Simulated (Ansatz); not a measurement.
# AlGe (doublet): from Hartree-Fock to the top rungs at distance Ge1–Al2 = 3.016 Å, cc-pVDZ

One table from this session's results is given with a row withheld; the runs are named, their logs left out.

Program: Ansatz 0.2.0, Gaussian basis. Level of theory: cc-pVDZ, core rule «outside noble gas», up to 19 orbitals frozen. These are calculated values, not measurements.

To be run: UHF; CCSD(T) on ROHF; CCSD(T) on UHF; BCCD(T) on ROHF; CISD as a restricted active space (open shells left free, so some higher excitations enter); CCSDT(Q) on ROHF; CCSDT(Q) on UHF; CASSCF and MRCISD+Q, 3 electrons in 3 orbitals; CASSCF and NEVPT2, 3 electrons in 3 orbitals; CASSCF and MRCISD+Q, 7 electrons in 8 orbitals; CASSCF and NEVPT2, 7 electrons in 8 orbitals; Full CI.

34 further runs of the same task are left out: 4 for a known fault of the program, 24 that didn't finish, 6 set aside as unsound or not needed. Runs told in other sessions of the task aren't counted.

## What is computed

The geometry derives from a PBE0/def2-TZVP stationary point (not a proven minimum). One bond is set to the value named and the two fragments are kept rigid. No spin-orbit coupling is included. The filled d shell of Ge may be among the frozen orbitals whatever the setting's name suggests.

2 atoms, charge 0, spin multiplicity 2.

Atoms are counted from 1 here; the program's logs count them from 0.

No contacts short enough for the rule that draws bonds.

As a file:

```
Ge    0.00000    0.00000    0.00000
Al    0.00000    0.00000    3.01600
```

Set-up of the first run:

File in.yaml:

```yaml
crystal:
  periodic: [false, false, false]
  atoms:
    - {symbol: Ge, position_ang: [0.000000, 0.000000, 0.000000]}
    - {symbol: Al, position_ang: [0.000000, 0.000000, 3.016000]}
basis:
  gaussian: {orbitals: cc-pVDZ}
magnetization: {spin_polarized: true, initial_magnetization: 1}
hamiltonian: {xc: hf}
output: {orbitals: {seedname: orbitals}}
```

Run with:

```
$ ansatz run in.yaml --threads 1 --pin off --events-out ev --progress --plain --max-ram 2393MiB
```

Among the steps run: UHF; CCSD(T) on ROHF; CCSD(T) on UHF; BCCD(T) on ROHF; CISD as a restricted active space (open shells left free, so some higher excitations enter); CCSDT(Q) on ROHF; CCSDT(Q) on UHF; CASSCF and MRCISD+Q, 3 electrons in 3 orbitals; CASSCF and NEVPT2, 3 electrons in 3 orbitals; CASSCF and MRCISD+Q, 7 electrons in 8 orbitals; CASSCF and NEVPT2, 7 electrons in 8 orbitals; Full CI.

One table of the session follows, with a row left open; its other results are not shown here.

It belongs to the step «Misses and costs». 

```
          method  from FCI (meV)
            ROHF         +3741.0
            RMP2         +1119.4
            CISD          +449.7
           RCCSD          +185.6
        RCCSD(T)           +62.0
         BCCD(T)           +63.2
          RCCSDT           +16.9
       RCCSDT(Q)            +5.1
  CASSCF valence         +2121.9
  NEVPT2 valence          +646.1
  MRCISD valence               ?
MRCISD+Q valence           +47.1
             FCI               0
```

**Question.** Estimate the row for MRCISD valence.

**Answer.** from FCI (meV): +178.2. In the column «from FCI (meV)» it lies between BCCD(T) (+63.2) and RCCSD (+185.6).

Left out of the table: CASSCF pair, NEVPT2 pair, MRCISD pair, MRCISD+Q pair (the active space lost an orbital or holds another state than full CI finds).

Caveats from the session: Left out of the table: UHF, UMP2, UCCSD, UCCSD(T), UCCSDT, UCCSDT(Q) (another determinant or state than the rows shown). Warnings in the runs' records: passed over end.
